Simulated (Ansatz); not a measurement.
# GaC (quartet): wave-function methods side by side at distance C1–Ga2 = 1.834 Å, aug-cc-pVDZ

How much of the correlation energy of GaC (quartet) does each wave-function method recover here?

The runs use Ansatz 0.2.0, Gaussian basis; aug-cc-pVDZ, core rule «outside noble gas», up to 15 orbitals frozen.

The runs, in order: UHF; CCSD(T) on ROHF; CCSD(T) on UHF; BCCD(T) on ROHF; CISD; CCSDT(Q) on ROHF; CCSDT(Q) on UHF; CISDTQ; CCSDTQ on ROHF; CCSDTQ on UHF; CASSCF and MRCISD+Q, 5 electrons in 5 orbitals; CASSCF and NEVPT2, 5 electrons in 5 orbitals; CASSCF and MRCISD+Q, 7 electrons in 8 orbitals; CASSCF and NEVPT2, 7 electrons in 8 orbitals; Full CI.

### 1 The geometry

The geometry derives from a PBE0/def2-TZVP stationary point (not a proven minimum). One bond is set to the value named and the two fragments are kept rigid. No spin-orbit coupling is included. The filled d shell of Ga may be among the frozen orbitals whatever the setting's name suggests; the logs give the count.

2 atoms, charge 0, spin multiplicity 4.

Atoms are counted from 1 here; the program's logs count them from 0.

Bond lengths: C1–Ga2 1.834 Å.

Geometry (Å):

```tsv
atom	x (Å)	y (Å)	z (Å)
C1	0.0000	0.0000	0.0000
Ga2	0.0000	0.0000	1.8340
```

### 2 UHF

Input file in.yaml:

```yaml
crystal:
  periodic: [false, false, false]
  atoms:
    - {symbol: C, position_ang: [0.000000, 0.000000, 0.000000]}
    - {symbol: Ga, position_ang: [0.000000, 0.000000, 1.834000]}
basis:
  gaussian: {orbitals: aug-cc-pVDZ}
magnetization: {spin_polarized: true, initial_magnetization: 3}
hamiltonian: {xc: hf}
output: {orbitals: {seedname: orbitals}}
```

Started as:

```bash
$ ansatz run in.yaml --threads 1 --pin off --events-out ev --progress --plain --max-ram 3956MiB --backend cpu
```

The runs that follow: CCSD(T) on ROHF; CCSD(T) on UHF; BCCD(T) on ROHF; CISD; CCSDT(Q) on ROHF; CCSDT(Q) on UHF; CISDTQ; CCSDTQ on ROHF; CCSDTQ on UHF; CASSCF and MRCISD+Q, 5 electrons in 5 orbitals; CASSCF and NEVPT2, 5 electrons in 5 orbitals; CASSCF and MRCISD+Q, 7 electrons in 8 orbitals; CASSCF and NEVPT2, 7 electrons in 8 orbitals; Full CI.

Before running them: what should the planned runs give, taken together? Wanted: FCI below the RHF energy; RMP2 from FCI; UMP2 from FCI; RCCSD from FCI; RCCSD(T) from FCI; UCCSD(T) from FCI; RCCSDT(Q) from FCI; UCCSDT(Q) from FCI; NEVPT2 pair from FCI.

The runs gave:

```
                         quantity                                                                               value
         FCI below the RHF energy                                                                          -4.0602 eV
                    RMP2 from FCI                                                                       +105.1 kJ/mol
                    UMP2 from FCI                                                                       +101.7 kJ/mol
                   RCCSD from FCI                                                                        +18.4 kJ/mol
                RCCSD(T) from FCI                                                                         +4.7 kJ/mol
                UCCSD(T) from FCI                                                                         +4.2 kJ/mol
               RCCSDT(Q) from FCI                                                                          0.0 kJ/mol
               UCCSDT(Q) from FCI                                                                         -0.6 kJ/mol
             NEVPT2 pair from FCI                                                                       +101.1 kJ/mol
           MRCISD+Q pair from FCI                                                                        +14.3 kJ/mol
          NEVPT2 valence from FCI                                                                        +58.3 kJ/mol
levels within 1 kcal/mol (43 meV)  UCCSD(T), RCCSDT, UCCSDT, RCCSDT(Q), UCCSDT(Q), RCCSDTQ, UCCSDTQ, MRCISD+Q valence
                    T1 diagnostic                                                                               0.059
   effectively unpaired electrons                                                                                3.08
```

**Reading.** RCCSD(T) misses by +4.7 kJ/mol, 1.2 % of the correlation energy. UCCSDT(Q), UCCSDTQ fall below full CI: unrestricted runs freeze a spin-polarised core, another one than full CI's, and coupled cluster isn't variational. The occupations are near whole numbers, but T1 = 0.059 shows that the orbitals relax strongly. Of the multireference levels listed MRCISD+Q valence comes nearest in total energy (+0.2 kJ/mol), which doesn't show that its space is the better one. These misses are within one basis, not against nature; the frozen cores of restricted and unrestricted runs differ, which can shift their rows.
